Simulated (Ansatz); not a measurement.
# NTa: the cost of one run

Program: Ansatz 0.2.0, Gaussian basis. Level of theory: def2-QZVPP, core rule «outside noble gas», up to 5 orbitals frozen. These are calculated values, not measurements.

The runs, in order: UHF; ROHF; CCSD(T) on UHF.

## (1) The geometry

The geometry is a PBE0/def2-TZVP stationary point (not a proven minimum) of the parent state, kept for this charge and spin. No spin-orbit coupling is included. Elements past krypton take def2 core potentials.

2 atoms, charge 1, spin multiplicity 4.

Atoms are counted from 1 here; the program's logs count them from 0.

Bond lengths: Ta1–N2 1.646 Å.

## (2) UHF

Input file in.yaml:

```yaml
crystal:
  periodic: [false, false, false]
  atoms:
    - {symbol: Ta, position_ang: [0.000000, 0.000000, 0.000000]}
    - {symbol: N, position_ang: [0.000000, 0.000000, 1.646000]}
basis:
  gaussian: {orbitals: "def2-QZVPP.json"}
total_charge: 1
magnetization: {spin_polarized: true, initial_magnetization: 3}
hamiltonian: {xc: hf}
output: {orbitals: {seedname: orbitals}}
```

Command:

```
$ ansatz run in.yaml --threads 1 --pin off --events-out ev --progress --plain --max-ram 4096MiB --backend cpu
```

What time and memory should one allow on 1 thread of AMD EPYC 7R13, shared host?

About 10 s, with a peak of 0.31 GiB.
